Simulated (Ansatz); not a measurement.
HPbNO4:

```xyz
14
Lattice="6.8588 0.0000 0.0000 0.0000 4.2287 0.0000 -3.3910 0.0000 7.2746" Properties=species:S:1:pos:R:3 pbc="T T T"
H    -0.1737    3.1715    3.6904
H     3.6414    1.0572    3.5842
Pb    1.1071    1.0572    2.0728
Pb    2.3607    3.1715    5.2018
N    -1.3602    3.1715    6.0792
N     4.8280    1.0572    1.1954
O     0.7313    3.1715    3.2982
O    -0.1410    3.1715    6.3217
O    -2.2099    3.1715    7.0227
O    -1.7846    3.1715    4.8707
O     2.7365    1.0572    3.9764
O     3.6087    1.0572    0.9529
O     5.6777    1.0572    0.2519
O     5.2524    1.0572    2.4039
```

The cell was built by a generator and needn't be a form met in nature.

Program: Ansatz 0.2.0. Alike in all runs: level PBE; no spin polarisation; cell as given; smearing fermi-dirac 0.05 eV. Hardware: 8 threads of Arm Neoverse V1 (shared host).

Q: Order these runs on this cell by their wall time, lowest first.
A. task single point; potentials or basis SPMS NC; k mesh 5 × 6 × 4; cutoff (eV) 1034
B. task optical spectrum; potentials or basis Ansatz PAW; k mesh 3 × 5 × 3; cutoff (eV) 420; broadening 0.05 eV
C. task electric field gradients; potentials or basis Ansatz PAW; k mesh 5 × 6 × 4; cutoff (eV) 420

A: C (5.3 s), A (19 s), B (87 s).

Not every run made on this cell is shown here.
